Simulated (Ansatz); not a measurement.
# K2Li: the cost of one run

Computed with Ansatz 0.2.0 (DFT PBE, scalar-relativistic, plane waves, PAW, unless a step's input says otherwise).

## 1. Starting point

It takes space group Pmma (No. 51, orthorhombic). The conventional cell has a = 8.248 Å, b = 4.295 Å, c = 9.348 Å, α = 90.00°, β = 90.00°, γ = 90.00°. Around K (site symmetry 2/m) lie 4 Li at 3.78 Å and 6 K at 4.12 to 4.31 Å. K (site symmetry mm2) is surrounded by 2 Li at 3.88 Å and 6 K at 4.29 to 4.49 Å. Li (site symmetry mm2) is surrounded by 6 K at 3.78 to 3.88 Å and 2 Li at 4.29 Å.

As a file:

```cif
data_structure
_symmetry_space_group_name_H-M 'P 1'
_symmetry_Int_Tables_number 1
_cell_length_a 8.2480
_cell_length_b 4.2947
_cell_length_c 9.3478
_cell_angle_alpha 90.000
_cell_angle_beta 90.000
_cell_angle_gamma 90.000
_cell_volume 331.12
loop_
_atom_site_label
_atom_site_type_symbol
_atom_site_fract_x
_atom_site_fract_y
_atom_site_fract_z
_atom_site_occupancy
K1 K 0.50000 0.00000 0.00000 1
K2 K 0.00000 0.00000 0.00000 1
K3 K 0.75000 0.00000 0.40456 1
K4 K 0.25000 0.00000 0.59544 1
Li1 Li 0.25000 0.50000 0.25000 1
Li2 Li 0.75000 0.50000 0.75000 1
```

Recipe of the guess: 6-connected net of one element, guests in its cages (Pmma, No. 51). The dimensions are guesses.

## 2. A first look at the guess

The input, input.yaml:

```yaml
crystal:
  lattice:
    - [8.2479945, 0.0, 0.0]
    - [0.0, 4.29468437, 0.0]
    - [0.0, 0.0, 9.34780036]
  atoms:
    - { symbol: K, position: [0.5, 0.0, 0.0] }
    - { symbol: K, position: [0.0, 0.0, 0.0] }
    - { symbol: K, position: [0.75, 0.0, 0.40456455] }
    - { symbol: K, position: [0.25, 0.0, 0.59543545] }
    - { symbol: Li, position: [0.25, 0.5, 0.25] }
    - { symbol: Li, position: [0.75, 0.5, 0.75] }
basis:
  ecutwfc: 420
kpoints:
  mp_grid: { grid: [2, 4, 2] }
hamiltonian:
  xc: pbe
scf:
  occupations: { method: gaussian, width: 0.1 }
  lower_state_search: "off"
output:
  forces: true
  stress: true
  eigenvalues: true
```

Run with:

```console
ansatz run input.yaml --threads 1 --pin off --max-ram 2560MiB --backend cpu --events-out ev --progress --plain --runs-dir out
```

**Question.** How long does this run take on 1 thread of Arm Neoverse V2, shared host, and how much memory does it need?

About 4.4 s, with a peak of 0.45 GiB.
